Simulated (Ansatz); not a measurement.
# HfTiSe: the cost of one run

Program: Ansatz 0.2.0. Level of theory: DFT PBE, scalar-relativistic, plane waves, PAW. These are calculated values, not measurements.

1 further run of the same task is left out (it didn't finish). Runs told in other sessions of the task aren't counted.

### 1 Starting point

It takes space group P4/nmm (No. 129, tetragonal). The conventional cell has a = 4.183 Å, b = 4.183 Å, c = 7.932 Å, α = 90.00°, β = 90.00°, γ = 90.00°. Around Hf (site symmetry -4m2) lie 4 Se at 2.84 Å and 4 Hf at 2.96 Å. Around Ti (site symmetry 4mm) lie 5 Se at 3.08 to 3.26 Å and 4 Hf at 3.46 Å. Around Se (site symmetry 4mm) lie 4 Hf at 2.84 Å and 5 Ti at 3.08 to 3.26 Å.

Coordinates:

```xyz
6
Lattice="4.1827 0.0000 0.0000 0.0000 4.1827 0.0000 0.0000 0.0000 7.9318" Properties=species:S:1:pos:R:3 pbc="T T T"
Hf    0.0000    0.0000    0.0000
Hf    2.0913    2.0913    0.0000
Ti    0.0000    2.0913    2.7609
Ti    2.0913    0.0000    5.1709
Se    0.0000    2.0913    6.0174
Se    2.0913    0.0000    1.9144
```

The cell is invented: species swapped into a database cell of ErTiSi (P4/nmm, No. 129), with Ti on the Er sites, Hf on the Ti sites and Se on the Si sites. The dimensions are guesses.

### 2 Probe: one point on a coarse mesh

Input file input.yaml:

```yaml
crystal:
  lattice:
    - [4.1826755, 0.0, 0.0]
    - [0.0, 4.1826755, 0.0]
    - [0.0, 0.0, 7.93179044]
  atoms:
    - { symbol: Hf, position: [0.0, 0.0, 0.0] }
    - { symbol: Hf, position: [0.5, 0.5, 0.0] }
    - { symbol: Ti, position: [0.0, 0.5, 0.34808406], spin: -1.0 }
    - { symbol: Ti, position: [0.5, 0.0, 0.65191594], spin: -1.0 }
    - { symbol: Se, position: [0.0, 0.5, 0.75864291] }
    - { symbol: Se, position: [0.5, 0.0, 0.24135709] }
basis:
  ecutwfc: 420
kpoints:
  mp_grid: { grid: [4, 4, 2] }
hamiltonian:
  xc: pbe
scf:
  occupations: { method: gaussian, width: 0.1 }
  lower_state_search: "off"
output:
  forces: true
  stress: true
  eigenvalues: true
  populations: true
magnetization:
  spin_polarized: true
```

Command:

```sh
$ ansatz run input.yaml --threads 1 --pin off --max-ram 2560MiB --backend cpu --events-out ev --progress --plain --runs-dir out
```

What time and memory should one allow on 1 thread of Intel Xeon at 2.50GHz (Skylake/Cascade Lake), shared host?

About 67 s, with a peak of 0.57 GiB.
